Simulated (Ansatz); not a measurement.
# LaB (rocksalt): equation of state

One table from this session's results is given with a row withheld; the runs are named, their logs left out.

Program: Ansatz 0.2.0. Level of theory: DFT PBE, scalar-relativistic, plane waves, PAW. These are calculated values, not measurements.

1 further run of the same task is left out (set aside as unsound or not needed). Runs told in other sessions of the task aren't counted.

**The system as given**

The structure is cubic, space group Fm-3m (No. 225). Conventional cell: a = 5.672 Å, b = 5.672 Å, c = 5.672 Å, α = 90.00°, β = 90.00°, γ = 90.00°. Around La (site symmetry m-3m) lie 6 B at 2.84 Å. B (site symmetry m-3m) has 6 La at 2.84 Å in its first shell of neighbours.

Structure file:

```cif
data_structure
_symmetry_space_group_name_H-M 'P 1'
_symmetry_Int_Tables_number 1
_cell_length_a 4.0104
_cell_length_b 4.0104
_cell_length_c 4.0104
_cell_angle_alpha 60.000
_cell_angle_beta 60.000
_cell_angle_gamma 60.000
_cell_volume 45.61
loop_
_atom_site_label
_atom_site_type_symbol
_atom_site_fract_x
_atom_site_fract_y
_atom_site_fract_z
_atom_site_occupancy
La1 La 0.50000 0.50000 0.50000 1
B1 B 0.00000 0.00000 0.00000 1
```

This cell comes from an earlier session at PBE: 22.804 Å³/atom at 0.03 GPa, on a 10×10×10 mesh.

Volume factors to run: 0.980, 1.020, 0.960, 1.040, 1.070, 1.100, 0.945.

Set-up of the first run:

File input.yaml:

```yaml
crystal:
  lattice:
    - [0.0, 2.8167500939, 2.8167500939]
    - [2.8167500939, 0.0, 2.8167500939]
    - [2.8167500939, 2.8167500939, 0.0]
  atoms:
    - { symbol: La, position: [0.5, 0.5, 0.5] }
    - { symbol: B, position: [0.0, 0.0, 0.0] }
basis:
  ecutwfc: 420
  ecutrho_ratio: 4
kpoints:
  mp_grid: { grid: [10, 10, 10] }
hamiltonian:
  xc: pbe
scf:
  occupations: { method: gaussian, width: 0.05 }
output:
  forces: true
  stress: true
  eigenvalues: true
```

On the command line:

```console
$ ansatz run input.yaml --threads 2 --pin off --max-ram 2662MiB --backend cpu --events-out ev --progress --plain --runs-dir out
```

Steps of the session up to this table: Scaling the volume by 0.980; Volume × 1.020; Volume × 0.960; Volume × 1.040; At 1.070 of the relaxed volume; Scaling the volume by 1.100; Scaling the volume by 0.945.

One of the session's tables, all rows but one given; the rest of the session is left out.

It belongs to the step «The fit». 

| volume (Å³/atom) | energy (meV/atom) | pressure (GPa) |
| --- | --- | --- |
| 21.550 | 14.03 | 3.55 |
| 21.892 | 7.44 | 2.54 |
| 22.348 | ? | ? |
| 22.804 | 0.00 | 0.03 |
| 23.261 | 1.52 | -1.07 |
| 23.717 | 6.15 | -2.09 |
| 24.401 | 18.26 | -3.46 |
| 25.085 | 35.86 | -4.62 |

Estimate the missing values for volume (Å³/atom) = 22.348.

Worked estimate for «energy (meV/atom)». A straight line through the neighbours (21.892, 7.44) and (22.804, 0.00) gives 7.44 + (0.00 − 7.44) × (22.348 − 21.892) / (22.804 − 21.892) = 3.72; a parabola fitted to 4 rows on both sides gives 1.94.

As computed: energy (meV/atom): 1.88; pressure (GPa): 1.25. In «energy (meV/atom)» the line misses by +1.84 and the parabola by +0.06.
